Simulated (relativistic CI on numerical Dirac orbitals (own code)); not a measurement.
# B⁺: one ion under different settings

How much do the settings matter for B⁺? One ion, several inputs.

The numbers are computed with relativistic CI on numerical Dirac orbitals (own code) version 3 (Dirac-Coulomb-Breit CI, KLI orbitals optimised for each configuration, model QED (radiative potential, 1s self-energy scaled to tabulated hydrogen-like ionisation energies), numerical settings as typed), except any that are marked as measured or tabulated.

### Step 1. What is computed

| Quantity | Value |
| --- | --- |
| ion | B⁺ (B II) |
| nuclear charge | 5 |
| electrons | 4 |
| isotope | A = 11 |

### Step 2. The usual input

Input settings:

```ini
atom B  Z=5  charge=1  electrons=4
nucleus A=11  rms_radius_fm=2.4060
hamiltonian dirac-coulomb  breit=on  qed=on  c_scale=1
orbitals kli  potential=per-configuration
slater_scale 1
correlation none
mixing on
grid step=0.0125 r_max=34.5
scf mixing=0.4 start=green max_iterations=150 tolerance=2e-08 node_fill=0.05
configurations
  [He] 2s2
end
```

Started as:

```sh
python run_levels.py task.json out
```

task.json lists these runs, among others, and the program works through them in turn.

### Step 3. Start potential bare

Changes to the settings of step 2:

```diff
@@ -8,3 +8,3 @@
 grid step=0.0125 r_max=34.5
-scf mixing=0.4 start=green max_iterations=150 tolerance=2e-08 node_fill=0.05
+scf mixing=0.4 start=bare max_iterations=150 tolerance=2e-08 node_fill=0.05
 configurations
```

### Step 4. Tolerance 1e-05, end of the grid 24.15, Slater scale 0.6

Input settings:

```ini
atom B  Z=5  charge=1  electrons=4
nucleus A=11  rms_radius_fm=2.4060
hamiltonian dirac-coulomb  breit=on  qed=on  c_scale=1
orbitals kli  potential=per-configuration
slater_scale 0.6
correlation none
mixing on
grid step=0.0125 r_max=24.15
scf mixing=0.4 start=green max_iterations=150 tolerance=1e-05 node_fill=0.05
configurations
  [He] 2s2
end
```

### Step 5. Nuclear radius 2.1654

Input settings:

```ini
atom B  Z=5  charge=1  electrons=4
nucleus A=11  rms_radius_fm=2.1654
hamiltonian dirac-coulomb  breit=on  qed=on  c_scale=1
orbitals kli  potential=per-configuration
slater_scale 1
correlation none
mixing on
grid step=0.0125 r_max=34.5
scf mixing=0.4 start=green max_iterations=150 tolerance=2e-08 node_fill=0.05
configurations
  [He] 2s2
end
```

### Step 6. End of the grid 17.25, potential mixing 0.1

Input settings:

```ini
atom B  Z=5  charge=1  electrons=4
nucleus A=11  rms_radius_fm=2.4060
hamiltonian dirac-coulomb  breit=on  qed=on  c_scale=1
orbitals kli  potential=per-configuration
slater_scale 1
correlation none
mixing on
grid step=0.0125 r_max=17.25
scf mixing=0.1 start=green max_iterations=150 tolerance=2e-08 node_fill=0.05
configurations
  [He] 2s2
end
```

### Step 7. Tolerance 0.3

Changes to the settings of step 6:

```diff
@@ -7,4 +7,4 @@
 mixing on
-grid step=0.0125 r_max=17.25
-scf mixing=0.1 start=green max_iterations=150 tolerance=2e-08 node_fill=0.05
+grid step=0.0125 r_max=34.5
+scf mixing=0.4 start=green max_iterations=52 tolerance=0.3 node_fill=0.05
 configurations
```

(Steps that only read results are left out.)

What does the calculation give? Wanted: lowest level, usual settings; total energy.

As calculated:

| setting | total energy less usual (Ha) | largest shift of a level among the lowest eight of both runs, same label and place (cm⁻¹) | SCF iterations | time | lowest level | kind of change |
| --- | --- | --- | --- | --- | --- | --- |
| usual | 0 | 0 | 8 | 0.032 s | 2s2 1S0 | - |
| start potential bare | 0 | - | 11 | 0.033 s | 2s2 1S0 | numerical |
| tolerance 1e-05, end of the grid 24.15, Slater scale 0.6 | 0 | - | 6 | 0.031 s | 2s2 1S0 | model term |
| nuclear radius 2.1654 | 3.94e-07 | - | 8 | 0.032 s | 2s2 1S0 | unphysical constant |
| end of the grid 17.25, potential mixing 0.1 | 0 | - | 10 | 0.032 s | 2s2 1S0 | numerical |
| tolerance 0.3 | 0.0284 | - | 2 | 0.03 s | 2s2 1S0 | unsound |

| quantity | value |
| --- | --- |
| lowest level, usual settings | 2s2 1S0 |
| total energy | -24.2420 Ha |

What this shows: No visible change in the result comes from «start potential bare» or «tolerance 1e-05, end of the grid 24.15, Slater scale 0.6» or «nuclear radius 2.1654». Only the listed configurations are in the model. In a near-neutral ion this small CI can misplace whole configurations by 10,000 cm⁻¹ or more.
